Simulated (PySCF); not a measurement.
**A diatomic session: CdH**

An exercise on one series of results from a longer session: the logs are not shown, and one member is left open.

The runs use PySCF 2.14.0; Cd cc-pVDZ-PP with ECP28, H cc-pVDZ, scalar-relativistic core potentials.

The first run:

A driver script around PySCF takes these settings:

```
atoms                         : Cd, H
charge                        : 0
basis                         : Cd cc-pVDZ-PP with ECP28, H cc-pVDZ
Hamiltonian                   : scalar-relativistic core potentials
basis functions               : 43
electrons treated             : 21
masses in u                   : 113.9034, 1.0078
levels                        : PBE0, PBE, r²SCAN, BP86, B97-3, r²SCANh, ωB97X, HF, MP2, SCS-MP2, CCSD, CCSD(T)
grid                          : 80 radial by 434 angular points
occupations                   : held fixed by the projection of orbital angular momentum
dissociation limit            : Cd + H, each in its ground configuration
starting distance in angstrom : 1.720
values of 2S to try           : 1, 3
```

Started as:

```console
$ OMP_NUM_THREADS=1 python dia.py task.json out
```

Among the steps run: Set-up; The PBE0 curve of the state that the search chose; Excited determinants; PBE; r²SCAN; BP86 (GGA); B97-3 (global hybrid GGA); r²SCANh; ωB97X (range-separated hybrid); UHF (mean field); Adding correlation.

One of the session's tables, all rows but one given; the rest of the session is left out.

Energy (eV) from each level's lowest point:

```
R (Å)    UHF  UHF-MP2  UHF-SCS-MP2  UHF-CCSD  UHF-CCSD(T)
1.520  0.430    0.243        0.273       n/a          n/a
1.590  0.204    0.086        0.104     0.127        0.125
1.661  0.072    0.014        0.020     0.032        0.031
1.714  0.020    0.000        0.000     0.002        0.002
1.767  0.000    0.013        0.007     0.000        0.000
1.820      ?        ?            ?         ?            ?
1.891  0.041    0.110        0.095     0.065        0.064
1.979  0.115    0.210        0.194     0.147        0.144
2.085  0.226    0.337        0.325     0.259        0.253
2.226  0.370    0.485        0.482       n/a          n/a
```

**Question.** Estimate the row for R (Å) = 1.820.

Worked estimate for «UHF». A straight line through the neighbours (1.767, 0.000) and (1.891, 0.041) gives 0.000 + (0.041 − 0.000) × (1.820 − 1.767) / (1.891 − 1.767) = 0.018; a parabola fitted to 4 rows on both sides gives 0.008.

As computed: UHF: 0.005; UHF-MP2: 0.045; UHF-SCS-MP2: 0.035; UHF-CCSD: 0.018; UHF-CCSD(T): 0.018. In «UHF» the line misses by +0.013 and the parabola by +0.003.
